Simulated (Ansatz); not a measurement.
# CH6BNSi: the cost of one run

Method: the settings change from run to run; program: Ansatz 0.2.0, Gaussian basis.

## (1) The geometry

An earlier PBE0-D4 in a triple-zeta def2 set relaxation fixed the geometry.

10 atoms, charge 0, spin multiplicity 1.

Atoms are counted from 1 here; the program's logs count them from 0.

Bond lengths: B1–N4 1.459 Å, B1–H5 1.193 Å, B1–H6 1.196 Å, Si2–C3 1.922 Å, Si2–N4 2.024 Å, Si2–H7 1.518 Å, C3–N4 1.444 Å, C3–H8 1.084 Å, C3–H9 1.086 Å, N4–H10 1.010 Å. Angles: N4–B1–H5 117.4°, N4–B1–H6 116.2°, H5–B1–H6 123.8°, C3–Si2–N4 42.8°, C3–Si2–H7 97.3°, N4–Si2–H7 89.4°, Si2–C3–N4 72.3°, Si2–C3–H8 121.6°, Si2–C3–H9 116.0°, N4–C3–H8 113.8°, N4–C3–H9 112.1°, H8–C3–H9 113.9°, B1–N4–Si2 78.5°, B1–N4–C3 120.4°, B1–N4–H10 120.1°, Si2–N4–C3 64.8°, Si2–N4–H10 108.6°, C3–N4–H10 115.4°.

Coordinates:

```csv
atom,x (Å),y (Å),z (Å)
B1,-1.14360,0.27680,-0.74797
Si2,0.44845,1.28411,0.47478
C3,0.46518,-0.56467,0.99947
N4,0.03215,-0.50397,-0.37719
H5,-1.27626,0.55404,-1.90023
H6,-2.03589,0.29833,0.04757
H7,1.78879,1.29378,-0.23686
H8,1.39330,-1.10626,1.14205
H9,-0.33311,-0.87735,1.66630
H10,0.74388,-0.70601,-1.06492
```

## (2) PBE-QIDH/aug-pcseg-2

Set apart from the defaults: atoms shaken by 0.08 Å.

The input, in.yaml:

```yaml
crystal:
  periodic: [false, false, false]
  atoms:
    - {symbol: B, position_ang: [-1.090232, 0.185698, -0.785039]}
    - {symbol: Si, position_ang: [0.433440, 1.206455, 0.531944]}
    - {symbol: C, position_ang: [0.481120, -0.541879, 1.107679]}
    - {symbol: N, position_ang: [0.011161, -0.539961, -0.416907]}
    - {symbol: H, position_ang: [-1.266721, 0.547324, -1.859127]}
    - {symbol: H, position_ang: [-2.044031, 0.322731, -0.015658]}
    - {symbol: H, position_ang: [1.714589, 1.212537, -0.263141]}
    - {symbol: H, position_ang: [1.319121, -1.187040, 1.222377]}
    - {symbol: H, position_ang: [-0.237503, -0.852489, 1.574061]}
    - {symbol: H, position_ang: [0.697370, -0.766006, -1.005084]}
basis:
  gaussian: {orbitals: aug-pcseg-2}
hamiltonian: {xc: {name: PBE-QIDH}}
output: {forces: true}
```

Command:

```
> ansatz run in.yaml --threads 2 --pin off --events-out ev --progress --plain --max-ram 4352MiB
```

Q: Estimate wall time and peak memory on 2 threads of Arm Neoverse V1, shared host.

About 55 s, with a peak of 1.4 GiB.
